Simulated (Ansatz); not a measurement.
Runs of Ansatz 0.2.0 on Hf2Pd2Se2Br2O3. It takes space group Immm (No. 71, orthorhombic). The conventional cell has a = 3.785 Å, b = 5.344 Å, c = 24.568 Å, α = 90.00°, β = 90.00°, γ = 90.00°. Hf (site symmetry mm2) has 3 O at 1.94 to 1.95 Å as nearest neighbours. Pd (site symmetry mm2) has 2 Se at 2.48 Å and 1 Br at 2.54 Å as nearest neighbours. Se (site symmetry mm2) is surrounded by 2 Pd at 2.48 Å and 2 Hf at 2.84 Å. Br (site symmetry mm2) is surrounded by 1 Pd at 2.54 Å. Around O (site symmetry mm2) lie 2 Hf at 1.95 Å. Around O (site symmetry mmm) lie 2 Hf at 1.94 Å. The cell was built by a generator and needn't be a form met in nature.

```tsv
task	level	potentials or basis	spin	cell	k mesh	cutoff (eV)	points for each segment of the path	target pressure (GPa)	gap on the mesh (eV)	pressure (GPa)	largest force (eV/Å)
single point	PBE	SPMS NC	off	as given	9 × 9 × 9	1034	-	-	none	-0.4	(b)
single point	PBE	Ansatz NC	off	as given	9 × 9 × 9	1240	-	-	none	0.0	0.02
band structure	r2SCAN	Ansatz PAW	SOC, no magnetisation	as given	6 × 6 × 6	500	10	-	none	-2.1	(a)
relaxation of cell and atoms	PBE	Ansatz PAW	off	relaxed to 5 GPa	6 × 6 × 6	420	-	5	none	5.0	-
single point	PBE	JTH PAW	off	as given	9 × 9 × 9	1380	-	-	none	-0.2	0.05
relaxation of cell and atoms	PBE	Ansatz PAW	off	relaxed to 2 GPa	6 × 6 × 6	420	-	2	none	2.0	0.01
```

Alike in all rows: smearing fermi-dirac 0.05 eV.

**Question.** Estimate the missing entries.

**Answer.** (a) 0.16; (b) 0.11.

Caveats: the plane-wave basis is chosen anew once the cell has moved, so the energies of steps on either side of that aren't comparable (some runs); the PAW data sets come from PBE, with cores solved anew for the run's functional, which leaves a small shift of forces and pressure (some runs).

A k mesh can miss the band edges, and rows without SOC leave out spin-orbit coupling on Br, Hf, Pd, Se.

A gap of «none» marks a metal or a gap under the smearing width.

The runs don't all hold the same shells in valence.
